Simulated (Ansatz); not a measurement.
# GaH6OP: the cost of one run

Method: RKS PBE0-D4/def2-SVP, in Ansatz 0.2.0.

1 further run of the same task is left out (it didn't finish).

**1. The structure to begin with**

Bond lengths: Ga1–O2 2.140 Å, O2–H3 1.010 Å, Ga1–H4 1.570 Å, Ga1–H5 1.570 Å, Ga1–P6 2.590 Å, P6–H7 1.420 Å, P6–H8 1.420 Å. Angles: Ga1–O2–H3 109.5°, O2–Ga1–H4 120.0°, O2–Ga1–H5 120.0°, O2–Ga1–P6 71.6°, H4–Ga1–H5 120.0°, H4–Ga1–P6 96.8°, H5–Ga1–P6 101.3°, Ga1–P6–H7 109.5°, Ga1–P6–H8 109.5°, H7–P6–H8 109.4°.

As a file:

```xyz
9

Ga    0.0000    0.0000    0.0000
O     0.0000    0.0000    2.1400
H    -0.9095   -0.2814    2.4771
H     1.3596    0.0000   -0.7850
H    -1.3596    0.0000   -0.7850
P     0.1161    2.4551    0.8167
H     0.6765    2.4949    2.1208
H     0.9275    3.2117   -0.0697
H     0.0597    1.2634    1.9686
```

**2. A restrained relaxation towards end A**

Springs on the bonds that form and break draw the guess towards this end; the thresholds are loose.

The input, input.yaml:

```yaml
crystal:
  periodic: [false, false, false]
  atoms:
    - { symbol: Ga, position_ang: [0.0, 0.0, 0.0] }
    - { symbol: O, position_ang: [0.0, 0.0, 2.14] }
    - { symbol: H, position_ang: [-0.9095, -0.2814, 2.4771] }
    - { symbol: H, position_ang: [1.3596, 0.0, -0.785] }
    - { symbol: H, position_ang: [-1.3596, 0.0, -0.785] }
    - { symbol: P, position_ang: [0.1161, 2.4551, 0.8167] }
    - { symbol: H, position_ang: [0.6765, 2.4949, 2.1208] }
    - { symbol: H, position_ang: [0.9275, 3.2117, -0.0697] }
    - { symbol: H, position_ang: [0.0597, 1.2634, 1.9686] }
basis:
  gaussian: { orbitals: def2-SVP }
hamiltonian:
  xc: pbe0
  dispersion: d4
relax:
  f_tol: 0.15
  max_steps: 25
  restrain:
    - { distance: [0, 5], at: 3.49, k: 30.0 }
    - { distance: [8, 1], at: 2.21, k: 30.0 }
    - { distance: [0, 1], at: 1.79, k: 30.0 }
    - { distance: [8, 5], at: 1.42, k: 30.0 }
```

On the command line:

```
ansatz run input.yaml --threads 2 --pin off --max-ram 3072MiB --backend cpu --events-out ev --progress --plain --runs-dir out
```

Q: Estimate wall time and peak memory on 2 threads of Arm Neoverse V1, shared host.

About 39 s, with a peak of 0.2 GiB.
